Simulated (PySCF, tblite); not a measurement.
# C₇H₆BO₂ radical: geometry, infrared bands and EPR parameters

Aim: predict the infrared bands and EPR parameters of C₇H₆BO₂ radical (`Bc1cc(=O)o[c]c1C=C`).

The runs use tblite 0.8.0 and PySCF 2.14.0, with density-fitted response routines of our own; the level of theory stands in each step. All values are computed, except where a source is named. Atoms are numbered from 0 throughout.

## Step 1: The starting structure

16 atoms, charge 0, multiplicity 2; geometry from: force field or distance geometry start.

Bonds of the start (Å): B0–C1 1.56, C1–C2 1.40, C2–C3 1.38, C3–O4 1.25, C3–O5 1.32, O5–C6 1.31, C6–C7 1.38, C7–C8 1.46, C8–C9 1.33, C7–C1 1.38, B0–H10 1.19, B0–H11 1.19, C2–H12 1.09, C8–H13 1.08, C9–H14 1.07, C9–H15 1.08.

## Step 2: Optimising the geometry with GFN2-xTB

The job: settings as JSON, then the geometry in Å.

```
{"job": {"kind": "relax", "xc": "GFN2-xTB", "basis": "xTB"}, "charge": 0, "multiplicity": 2}
B      0.026300     2.129000     0.089000
C      0.577500     0.673900     0.005200
C      1.957600     0.449200    -0.023200
C      2.450100    -0.840000    -0.101800
O      3.680500    -1.061000    -0.123900
O      1.589900    -1.844600    -0.117600
C      0.287900    -1.668900    -0.080500
C     -0.274500    -0.410400    -0.006100
C     -1.723700    -0.234800     0.032800
C     -2.595600    -1.233500     0.014300
H     -0.049200     2.735800     1.107300
H     -0.488800     2.540700    -0.907300
H      2.649200     1.287300     0.001900
H     -2.121900     0.771000     0.080700
H     -2.314400    -2.264200    -0.038600
H     -3.658300    -1.020500     0.056300
```

Command:

```sh
> OMP_NUM_THREADS=1 python probes_run.py task.json out
```

The driver reads the jobs from task.json and runs them one after another.

**Question.** This job is followed by: GFN2-xTB harmonic vibrations, gas phase; UKS B3LYP, pcH-1 on B C H O, non-relativistic, mean-field spin-orbit, GIAO. What will the session give for the following? strongest single infrared mode (GFN2-xTB); zero-point energy (GFN2-xTB); g(iso) (B3LYP); ⟨S²⟩; largest a(iso) (averaged by class); potential on the surface of density 0.002 e/bohr³, 1st and 99th percentile.

**Answer**, as computed:

```
                                                                  quantity                  value
                                 strongest single infrared mode (GFN2-xTB)  1773 cm⁻¹, 919 km/mol
                                              zero-point energy (GFN2-xTB)          66.7 kcal/mol
                                                            g(iso) (B3LYP)                2.00205
                                                                      ⟨S²⟩     0.762 (exact 0.75)
                                        largest a(iso) (averaged by class)   13C on C6, 482.5 MHz
potential on the surface of density 0.002 e/bohr³, 1st and 99th percentile     -1.68 V and 2.11 V
```

In words: The optimisation took 61 steps and gained 0.451 eV; among the close pairs (by a distance rule), C3–O5 changed most, from 1.323 to 1.422 Å. All 42 modes are real, so the xTB geometry is a minimum. The strongest single mode, at 1773 cm⁻¹, moves mainly C3 and O4. GFN2-xTB is a fitted tight-binding method: band positions and strengths are rough. Its intensities can rank the bands wrongly. C6 carries the largest spin population, 0.93 e. The isotropic g lies 0.3 ppt below the free-electron value. The conformer search found further structures of the same energy, which may be mirror or relabelled copies of this one.
